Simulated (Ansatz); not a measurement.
# C2H7NO2W: the cost of one run

The runs use Ansatz 0.2.0, Gaussian basis; the settings change from run to run.

## Step 1: The relaxed structure

An earlier PBE0-D4 in a triple-zeta def2 set relaxation fixed the geometry. W takes a core potential in def2 sets; no spin-orbit term is included.

SMILES `C[N]=[W]([CH3])(=[O])[OH]`, 13 atoms, charge 0, spin multiplicity 1.

Atoms are counted from 1 here; the program's logs count them from 0.

Bond lengths: C1–N2 1.419 Å, C1–H7 1.096 Å, C1–H8 1.095 Å, C1–H9 1.095 Å, N2–W3 1.748 Å, W3–C4 2.121 Å, W3–O5 1.710 Å, W3–O6 1.895 Å, C4–H10 1.095 Å, C4–H11 1.092 Å, C4–H12 1.093 Å, O6–H13 0.958 Å. Angles: N2–C1–H7 111.9°, N2–C1–H8 109.9°, N2–C1–H9 110.6°, H7–C1–H8 108.3°, H7–C1–H9 108.6°, H8–C1–H9 107.5°, C1–N2–W3 154.4°, N2–W3–C4 103.4°, N2–W3–O5 110.3°, N2–W3–O6 112.4°, C4–W3–O5 105.9°, C4–W3–O6 110.3°, O5–W3–O6 113.8°, W3–C4–H10 109.5°, W3–C4–H11 111.2°, W3–C4–H12 110.1°, H10–C4–H11 108.4°, H10–C4–H12 109.3° and more.

## Step 2: B2PLYP/def2-SVPD

Options: atoms shaken by 0.15 Å, the search for lower states set to full.

The input, in.yaml:

```yaml
crystal:
  periodic: [false, false, false]
  atoms:
    - {symbol: C, position_ang: [-1.554896, -1.131468, 1.468722]}
    - {symbol: N, position_ang: [-0.301151, -0.389926, 0.866971]}
    - {symbol: W, position_ang: [0.221137, 1.387043, -0.370627]}
    - {symbol: C, position_ang: [1.069148, -0.004015, -1.646730]}
    - {symbol: O, position_ang: [-1.202058, 1.399181, -1.362075]}
    - {symbol: O, position_ang: [1.203241, 2.222632, 0.411078]}
    - {symbol: H, position_ang: [-2.348240, -0.795609, 1.413175]}
    - {symbol: H, position_ang: [-0.939121, -2.243053, 1.439439]}
    - {symbol: H, position_ang: [-1.330467, -1.008883, 2.414323]}
    - {symbol: H, position_ang: [1.680602, 0.213417, -2.520522]}
    - {symbol: H, position_ang: [0.748632, -1.058162, -2.186974]}
    - {symbol: H, position_ang: [2.040137, -0.871379, -1.165857]}
    - {symbol: H, position_ang: [1.694559, 2.251483, 1.524904]}
basis:
  gaussian: {orbitals: def2-SVPD}
hamiltonian: {xc: {name: B2PLYP}}
scf: {lower_state_search: full}
```

On the command line:

```console
$ ansatz run in.yaml --threads 4 --pin off --events-out ev --progress --plain --max-ram 11315MiB
```

Q: Estimate wall time and peak memory on 4 threads of Arm Neoverse V1, shared host.

About 21 s, with a peak of 0.72 GiB.
